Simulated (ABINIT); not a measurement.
## LiYP: optical spectrum with AM05

Crystal: LiYP.

```
Li Y P
1.0
    -1.66477    1.66477    4.20508
     1.66477   -1.66477    4.20508
     1.66477    1.66477   -4.20508
Li Y P
1 1 1
Direct
  0.66663 0.66663 0.00000
  0.99264 0.99264 0.00000
  0.34073 0.34073 0.00000
```

The cell was built by a generator and needn't be a form met in nature.

```
Program             : ABINIT 10.8.3 (patched build)
Task                : optical spectrum
Functional          : AM05
Potentials or basis : PseudoDojo NC SR PBEsol v0.4.1 standard
Cutoff              : 898 eV
k mesh              : 12 × 12 × 12
Occupations         : fermi-dirac, width 0.05 eV
Spin                : no spin polarisation
Bands in the sums   : 18
Broadening (eV)     : 0.05
Scissor shift (eV)  : 0
Tensor components   : [11, 33]
```

```json
{"Pressure": "18.7 GPa", "Largest force": "1.041 eV/Å", "Band gap on the k mesh": "none (metal or under the smearing width)"}
```

Forces on the atoms (eV/Å):
```
Li   0.000  0.000  1.041
Y    0.000  0.000 -0.249
P    0.000  0.000 -0.792
```

Stress tensor (GPa, compression positive):
```
27.45  0.00  0.00
 0.00 27.45  0.00
 0.00  0.00  1.24
```

Dielectric function (mean over the directions given):
```tsv
energy (eV)	real part	imaginary part
0.33	41.93	22.25
0.98	5.34	28.87
1.63	2.76	9.95
2.29	3.95	8.05
2.94	7.59	6.34
3.70	7.10	12.96
4.35	2.42	9.80
5.01	4.00	9.74
5.66	-2.27	10.12
6.31	-2.18	8.98
7.08	-2.96	4.60
7.73	-2.28	4.21
8.38	-2.40	3.51
9.03	-2.09	3.25
9.69	-2.08	2.54
10.45	-1.78	1.54
11.10	-1.41	1.45
11.76	-1.32	1.50
12.41	-1.12	1.02
13.06	-0.73	0.59
13.82	-0.54	0.63
14.48	-0.34	0.56
15.13	-0.22	0.38
15.78	-0.17	0.34
16.44	0.02	0.24
17.20	0.16	0.17
17.85	0.30	0.14
18.50	0.43	0.10
19.16	0.56	0.06
19.92	0.75	0.03
```

Wall time 11 min on 1 thread of Arm Neoverse V2 (shared host), peak memory 1.8 GiB.

Caveat: the intraband (Drude) term is left out; spectra need much finer meshes, so this one isn't converged; independent-particle spectra lack excitons; so large a pressure means that the cell lies far from this level's equilibrium, or that cutoff or potentials fall short; the potentials were made for another functional, which shifts forces and pressure.
